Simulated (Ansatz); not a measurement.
The system is Ge2Sb2Te5.

```xyz
9
Lattice="6.8391 -3.0660 0.0000 6.8391 3.0660 0.0000 -6.8310 0.0000 6.8476" Properties=species:S:1:pos:R:3 pbc="T T T"
Te    5.4948    0.0000    2.6461
Te    9.5385    0.0000    1.3429
Te    0.0699    0.0000    0.0441
Te   -2.7069    0.0000    5.5452
Te    1.3918    0.0000    4.0888
Sb    8.3181    0.0000    4.0255
Sb   -1.3207    0.0000    2.8579
Ge    2.6055    0.0000    1.2862
Ge    6.7274    0.0000    0.0756
```

The cell comes from a database or a generator and needn't be the stable form of this composition.

Base run:

```yaml
Program: Ansatz 0.2.0
Functional: PBEsol
Potentials_or_basis: Ansatz PAW
Cutoff: "420 eV (not typed: the program's choice for these potentials)"
k_mesh: 5 × 5 × 4
Occupations: fermi-dirac, width 0.05 eV
Spin: no spin polarisation
```

Its results: band gap on the k mesh 0.25 eV, indirect (least direct gap 0.33 eV); pressure -2.4 GPa; largest force 0.218 eV/Å.

Task: The run is repeated on the same cell with these changes: functional from PBEsol to LDA. What comes out?

Result: Band gap on the k mesh 0.26 eV, indirect (least direct gap 0.33 eV); pressure -3.5 GPa; largest force 0.242 eV/Å.

LDA binds more tightly than PBEsol, so the same cell stands under less pressure.

Caveats: the k mesh misses the band edges, so the gap on the mesh is wider than the one along the path; spin-orbit coupling is left out, which moves the levels of the heavy elements; the PAW data sets come from PBE, with cores solved anew for the run's functional, which leaves a small shift of forces and pressure.
